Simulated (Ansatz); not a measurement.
**C2H5AlF (SMILES [CH2][Al]([CH3])[F]) at UBHLYP/def2-SVP**

Aim: the energy change on altering one bond length of C2H5AlF at UBHLYP/def2-SVP, from 2 runs. 

The calculation is run with Ansatz 0.2.0.

55 further runs of the same task are left out: 1 that didn't finish, 54 set aside as unsound or not needed.

## (1) Starting point

C2H5AlF has 9 atoms, charge 0, and is taken as a doublet. SMILES: `[CH2][Al]([CH3])[F]`. The shape is that of a PBE0-D4/def2-TZVP optimisation. This is one conformer, not always the lowest.

Bond lengths: C1–Al2 1.918 Å, Al2–C3 1.939 Å, Al2–F4 1.657 Å, C1–H5 1.088 Å, C1–H6 1.089 Å, C3–H7 1.094 Å, C3–H8 1.094 Å, C3–H9 1.093 Å. Some angles: C1–Al2–C3 125.9°, C1–Al2–F4 116.2°, C3–Al2–F4 117.9°, Al2–C1–H5 124.0°, Al2–C1–H6 123.9°, Al2–C3–H7 111.0°, Al2–C3–H8 110.9°, Al2–C3–H9 112.4°, H5–C1–H6 112.2°, H7–C3–H8 106.5°.

## (2) The energy at UBHLYP/def2-SVP

File job.yaml:

```yaml
crystal:
  periodic: [false, false, false]
  atoms:
    - {symbol: C, position_ang: [-0.686400, 1.587500, -0.820000]}
    - {symbol: Al, position_ang: [-0.112800, -0.228700, -0.596500]}
    - {symbol: C, position_ang: [0.607100, -1.002300, 1.029300]}
    - {symbol: F, position_ang: [-0.253200, -1.209400, -1.924700]}
    - {symbol: H, position_ang: [-1.086800, 1.989200, -1.748800]}
    - {symbol: H, position_ang: [-0.649000, 2.336800, -0.031000]}
    - {symbol: H, position_ang: [-0.009300, -1.839800, 1.370600]}
    - {symbol: H, position_ang: [1.611200, -1.403400, 0.860100]}
    - {symbol: H, position_ang: [0.667900, -0.276300, 1.843700]}
basis:
  gaussian: {orbitals: def2-SVP}
magnetization: {spin_polarized: true, initial_magnetization: 1}
hamiltonian: {xc: {name: BHLYP}}
accuracy: high
output: {orbitals: {seedname: orbitals}}
```

Command:

```console
$ ansatz run job.yaml --threads 1 --pin off --max-ram 3480MiB --events-out events.jsonl --progress --plain --runs-dir runs
```

What it wrote:

```text
Warning: RAYON_NUM_THREADS=1 ignored (pool sized by the plan → 1); use --threads N
Functional definition: BHLYP
  name "BHLYP"
  parameter a = 0.5
  exchange = (1 - a)*b88_x + a*exact_x
  correlation = lyp_c
1920 factors; integrals over basis functions are off by at most 7.2e-9 eV
mean field evaluation 1: about -11456.5543 eV, gradient 3.6e1 eV
mean field evaluation 2: about -11457.7194 eV, gradient 3.4e1 eV
mean field evaluation 4: about -11462.0634 eV, gradient 9.3e-1 eV
mean field evaluation 8: about -11462.1052 eV, gradient 8.8e-2 eV
mean field evaluation 16: about -11462.1053 eV, gradient 1.0e-4 eV
mean field -11462.10525637 eV, -421.2245988776 hartree, gradient 7.0e-8 eV, S^2 0.753399; 0 other end points of the search recorded, 0 dependent functions left out
reference -11462.10528458 eV, -421.2245999143 hartree; 20, 19 occupied and 65, 66 virtual orbitals, 1920 factors
Total energy: -11462.10528458 eV, -421.2245999143 hartree
```

Run time: 12 s. Hardware: 1 thread of Arm Neoverse V1, shared host; peak memory 0.38 GiB.

## (3) The distorted shape at the same level

File job.yaml:

```yaml
crystal:
  periodic: [false, false, false]
  atoms:
    - {symbol: C, position_ang: [-0.665343, 1.734585, -0.620796]}
    - {symbol: Al, position_ang: [-0.091743, -0.081615, -0.397296]}
    - {symbol: C, position_ang: [0.628157, -0.855215, 1.228504]}
    - {symbol: F, position_ang: [-0.253200, -1.209400, -1.924700]}
    - {symbol: H, position_ang: [-1.065743, 2.136285, -1.549596]}
    - {symbol: H, position_ang: [-0.627943, 2.483885, 0.168204]}
    - {symbol: H, position_ang: [0.011757, -1.692715, 1.569804]}
    - {symbol: H, position_ang: [1.632257, -1.256315, 1.059304]}
    - {symbol: H, position_ang: [0.688957, -0.129215, 2.042904]}
basis:
  gaussian:
    orbitals: def2-SVP
magnetization:
  spin_polarized: true
  initial_magnetization: 1
hamiltonian:
  xc: {name: BHLYP}
accuracy: high
output: {orbitals: {seedname: orbitals}}
```

Command:

```console
$ ansatz run job.yaml --threads 1 --pin off --max-ram 3480MiB --events-out events.jsonl --progress --plain --runs-dir runs
```

What it wrote:

```text
Warning: RAYON_NUM_THREADS=1 ignored (pool sized by the plan → 1); use --threads N
[... 5 set-up lines as earlier in the session ...]
1912 factors; integrals over basis functions are off by at most 5.6e-9 eV
mean field evaluation 1: about -11455.7190 eV, gradient 3.7e1 eV
mean field evaluation 2: about -11456.0926 eV, gradient 3.8e1 eV
mean field evaluation 4: about -11461.4465 eV, gradient 9.5e-1 eV
mean field evaluation 8: about -11461.4876 eV, gradient 9.7e-2 eV
mean field evaluation 16: about -11461.4877 eV, gradient 1.3e-4 eV
mean field -11461.48771441 eV, -421.2019046292 hartree, gradient 6.4e-8 eV, S^2 0.753439; 0 other end points of the search recorded, 0 dependent functions left out
reference -11461.48774233 eV, -421.2019056551 hartree; 20, 19 occupied and 65, 66 virtual orbitals, 1912 factors
Total energy: -11461.48774233 eV, -421.2019056551 hartree
```

Wall time 12 s (1 thread of Arm Neoverse V1, shared host); peak memory 0.38 GiB.

## (4) What came out

Level: UBHLYP/def2-SVP.

```
                                                          quantity          value
                                         first shape: total energy  -421.22460 Eh
                   first shape: HOMO energy (highest over α and β)       -8.34 eV
                    first shape: LUMO energy (lowest over α and β)       -1.57 eV
                                                 first shape: ⟨S²⟩          0.753
                                     distorted shape: total energy  -421.20191 Eh
               distorted shape: HOMO energy (highest over α and β)       -8.58 eV
                distorted shape: LUMO energy (lowest over α and β)       -1.86 eV
                                             distorted shape: ⟨S²⟩          0.753
energy change with the Al2–F4 bond stretched from 1.657 to 1.906 Å       0.618 eV
```

**Reading.** With the Al2–F4 bond stretched from 1.657 to 1.906 Å the energy rises by 0.62 eV (59.6 kJ/mol). The first shape isn't relaxed at this level, so the change isn't measured from a minimum.
